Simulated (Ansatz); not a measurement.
**CH₃FGeOS: a ladder of functionals and wavefunction methods**

The task here is to estimate one member of a computed series from the others.

Computed with Ansatz 0.2.0, Gaussian basis. Level: functionals in def2-TZVPP, the program's frozen cores in correlated methods.

Plan: PBE-D4, r2SCAN-D4, PBE0-D4, B3LYP-D4, ωB97X-V, ωB97M-V, B2PLYP; CCSD(T)/def2-TZVPP; MP2/def2-QZVPP; extrapolation to the limit.

### The relaxed structure

All runs share one geometry, relaxed beforehand with PBE0-D4 in a triple-zeta def2 set.

8 atoms, charge 0, spin multiplicity 1.

Atoms are counted from 1 here; the program's logs count them from 0.

Bond lengths: O1–Ge2 1.749 Å, O1–H6 0.962 Å, Ge2–F3 1.716 Å, Ge2–C4 1.900 Å, Ge2–S5 2.159 Å, C4–S5 1.907 Å, C4–H7 1.085 Å, C4–H8 1.085 Å. Angles: Ge2–O1–H6 111.3°, O1–Ge2–F3 103.6°, O1–Ge2–C4 128.5°, O1–Ge2–S5 123.3°, F3–Ge2–C4 119.7°, F3–Ge2–S5 121.0°, C4–Ge2–S5 55.6°, Ge2–C4–S5 69.1°, Ge2–C4–H7 119.0°, Ge2–C4–H8 120.3°, S5–C4–H7 112.7°, S5–C4–H8 113.1°, H7–C4–H8 114.1°, Ge2–S5–C4 55.3°.

As a file:

```mol
CH3FGeOS
  3D, bonds by distance, orders not assigned

  8  8  0  0  0  0  0  0  0  0999 V2000
   -0.2881    1.2610    1.6183 O   0  0
    0.4816    0.3719    0.3234 Ge  0  0
    2.1372    0.3543    0.7734 F   0  0
   -0.2262   -1.0535   -0.7147 C   0  0
   -0.1078    0.5462   -1.7464 S   0  0
   -1.1018    1.6790    1.3204 H   0  0
    0.4447   -1.8294   -1.0684 H   0  0
   -1.2473   -1.3866   -0.5620 H   0  0
  1  2  8  0
  2  3  8  0
  2  4  8  0
  4  5  8  0
  1  6  8  0
  4  7  8  0
  4  8  8  0
  2  5  8  0
M  END
```

Set-up of the first run:

Contents of in.yaml:

```yaml
crystal:
  periodic: [false, false, false]
  atoms:
    - {symbol: O, position_ang: [-0.288129, 1.260987, 1.618281]}
    - {symbol: Ge, position_ang: [0.481556, 0.371928, 0.323446]}
    - {symbol: F, position_ang: [2.137158, 0.354268, 0.773438]}
    - {symbol: C, position_ang: [-0.226214, -1.053524, -0.714725]}
    - {symbol: S, position_ang: [-0.107811, 0.546235, -1.746385]}
    - {symbol: H, position_ang: [-1.101778, 1.678978, 1.320394]}
    - {symbol: H, position_ang: [0.444664, -1.829443, -1.068351]}
    - {symbol: H, position_ang: [-1.247345, -1.386628, -0.561997]}
basis:
  gaussian: {orbitals: def2-TZVPP}
hamiltonian: {xc: pbe, dispersion: d4}
output: {forces: true, orbitals: {seedname: orbitals}}
```

Run with:

```bash
$ ansatz run in.yaml --threads 4 --pin off --events-out ev --progress --plain --max-ram 10444MiB
```

Steps of the session up to this table: PBE-D4 (GGA); r2SCAN-D4 (meta-GGA); PBE0-D4 (hybrid); B3LYP-D4 (hybrid); ωB97X-V (range-separated); ωB97M-V (range-separated); B2PLYP (double hybrid); CCSD(T) in def2-TZVPP; MP2 in def2-QZVPP.

One of the session's tables, all rows but one given; the rest of the session is left out.

It belongs to the step «Atomisation energies». 

| method | atomisation energy (eV) |
| --- | --- |
| PBE-D4 | 30.491 |
| r2SCAN-D4 | ? |
| PBE0-D4 | 29.573 |
| B3LYP-D4 | 29.239 |
| ωB97X-V | 29.787 |
| ωB97M-V | 29.630 |
| B2PLYP | 29.178 |
| HF/def2-TZVPP | 19.796 |
| MP2/def2-TZVPP | 29.944 |
| CCSD/def2-TZVPP | 28.210 |
| CCSD(T)/def2-TZVPP | 28.912 |
| MP2/CBS | 30.843 |
| CCSD(T)/CBS | 29.811 |

Estimate the missing values for r2SCAN-D4.

The run gave: atomisation energy (eV): 29.851. In the column «atomisation energy (eV)» it lies between CCSD(T)/CBS (29.811) and MP2/def2-TZVPP (29.944).
